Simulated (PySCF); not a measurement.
# C7H14O: the cost of one run

Computed with PySCF 2.14.0 and routines of our own; the level stands in each step. Atoms count from 0.

## (1) The starting structure

22 atoms, charge 0, multiplicity 1; geometry from: GFN2-xTB.

## (2) Magnetic properties: GIAO HF/pcSseg-1

Job settings and geometry (Å):

```
{"job": {"kind": "mag", "xc": "HF", "basis": "pcSseg-1", "isotopologues": 2}, "charge": 0, "multiplicity": 1}
C     -2.158996    -0.994424     1.442043
C     -1.769307     0.306617     0.749248
C     -0.659482     0.142254    -0.296837
C     -0.581425     1.386081    -1.180149
C      0.699458    -0.116278     0.367551
C      1.754195    -0.541999    -0.626877
C      3.181714    -0.354472    -0.357978
O      2.502151     0.438384    -1.287003
H     -2.457368    -1.740739     0.709082
H     -2.995966    -0.824445     2.115496
H     -1.335692    -1.397743     2.026302
H     -1.451923     1.037519     1.496336
H     -2.653034     0.710201     0.249893
H     -0.904339    -0.720853    -0.927043
H      0.250704     1.310238    -1.874473
H     -1.499804     1.510304    -1.749543
H     -0.435318     2.273092    -0.567003
H      1.032919     0.791762     0.873656
H      0.605437    -0.912141     1.109492
H      1.471087    -1.385397    -1.255621
H      3.905634    -1.047948    -0.771096
H      3.488945     0.149372     0.551321
```

Method: GIAO HF/pcSseg-1 magnetisability, rotational g tensor and spin-rotation constants, non-relativistic, gas phase.

The run is started by

```bash
$ OMP_NUM_THREADS=1 python excited_run.py task.json out
```

One launch serves the whole session: the jobs run in the order shown.

**Question.** How long does this first job take on 1 thread of Arm Neoverse V2, shared host, and how much memory does it need?

About 25 s, with a peak of 1 GiB.
